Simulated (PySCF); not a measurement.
# [Yb(OH)4]−: other functionals and bases at one geometry

The task here is to estimate one member of a computed series from the others.

Program: PySCF 2.14.0. Level of theory: several levels, as the steps say, no spin–orbit coupling. These are calculated values, not measurements.

1 further run of the same task is left out (for a known fault of the program).

### Starting geometry

9 atoms, charge -1, spin multiplicity 1.

Bond lengths: Yb1–O2 2.094 Å, Yb1–O4 2.073 Å, Yb1–O6 2.084 Å, Yb1–O8 2.083 Å, O2–H3 0.958 Å, O4–H5 0.954 Å, O6–H7 0.956 Å, O8–H9 0.956 Å. Angles: O2–Yb1–O4 111.7°, O2–Yb1–O6 106.4°, O2–Yb1–O8 108.2°, O4–Yb1–O6 108.9°, O4–Yb1–O8 110.2°, O6–Yb1–O8 111.5°, Yb1–O2–H3 132.0°, Yb1–O4–H5 156.3°, Yb1–O6–H7 142.6°, Yb1–O8–H9 144.4°.

Geometry (Å):

```xyz
9

Yb   -0.01351   -0.00279    0.00204
O     1.18135    1.25942    1.17016
H     2.13169    1.34595    1.25362
O    -1.14885   -1.28138    1.17343
H    -1.92302   -1.57742    1.64520
O     1.29239   -1.13606   -1.16176
H     1.56053   -2.03484   -1.34664
O    -1.25406    1.18349   -1.17895
H    -1.36641    2.05393   -1.55709
```

Formal oxidation states: Yb +3. Each metal's 13 4f electrons lie in its core potential, so multiplicities, spins and levels count the valence alone. An earlier session relaxed this geometry at PBE0, Yb lcecp-1-SVP with ECP59, O def2-SVP, H def2-SVP (singlet, point group C1).

At PBE0 on the finer grid: E = -342.426951 Eh, HOMO -2.38 eV, LUMO 4.32 eV, Mulliken charge on Yb1 +0.76 e, largest force component 0.007 eV/Å. 

Levels to run: M06-L; r2SCAN; PBE0, TZVP. Hardware: 2 threads of Arm Neoverse V1, shared host.

The first run:

The input, run.py (the lines that set the calculation):

```python
mol = gto.M(atom='''
Yb    -0.01351    -0.00279     0.00204
O      1.18135     1.25942     1.17016
H      2.13169     1.34595     1.25362
O     -1.14885    -1.28138     1.17343
H     -1.92302    -1.57742     1.64520
O      1.29239    -1.13606    -1.16176
H      1.56053    -2.03484    -1.34664
O     -1.25406     1.18349    -1.17895
H     -1.36641     2.05393    -1.55709''',
    basis={'Yb': 'lcecp-1-SVP', 'O': 'def2-SVP', 'H': 'def2-SVP'},
    ecp={'Yb': 'lcecp-1-SVP'},
    charge=-1, spin=0)
mf = dft.RKS(mol, xc='M06L')
mf.grids.atom_grid = (75, 302)  # f atoms: unpruned, at least (60, 302)
mf = mf.density_fit()  # fitting sets: Yb AutoAux, O def2-universal-JKFIT, H def2-universal-JKFIT
mf.conv_tol = 1e-08; mf.max_cycle = 55
mf.kernel(dm0)  # dm0: the density of the relaxed state
```

On the command line:

```
$ OMP_NUM_THREADS=2 python run.py
```

Among the steps run: M06-L; r2SCAN; PBE0, TZVP.

One of the session's tables, all rows but one given; the rest of the session is left out.

| level | HOMO (eV) | gap (eV) | charge on Yb1 (e) | dipole (D) | largest force component (eV/Å) |
| --- | --- | --- | --- | --- | --- |
| PBE0 (relaxed here) | -2.38 | 6.70 | 0.76 | 0.49 | 0.01 |
| M06-L | -0.89 | 5.74 | 0.93 | 0.47 | 0.19 |
| r2SCAN | ? | ? | ? | ? | ? |
| PBE0, TZVP | -2.78 | 6.81 | 1.49 | 0.50 | 0.31 |

Estimate the missing values for r2SCAN.

As computed: HOMO (eV): -1.07; gap (eV): 5.28; charge on Yb1 (e): 0.71; dipole (D): 0.49; largest force component (eV/Å): 0.16. In the column «HOMO (eV)» it lies between PBE0 (relaxed here) (-2.38) and M06-L (-0.89).

The dipole of a charged species depends on the origin, so these sizes hold for this origin alone.

In one basis the HOMO–LUMO gap runs from 5.28 eV (r2SCAN) to 6.70 eV (PBE0). The largest leftover force, 0.31 eV/Å with PBE0, TZVP, stands at a geometry relaxed at another level. With 4f in the core, its levels are missing from HOMO and gap, and its count is fixed, so no charge can pass from the ligands into it. Total energies of different levels can't be compared.
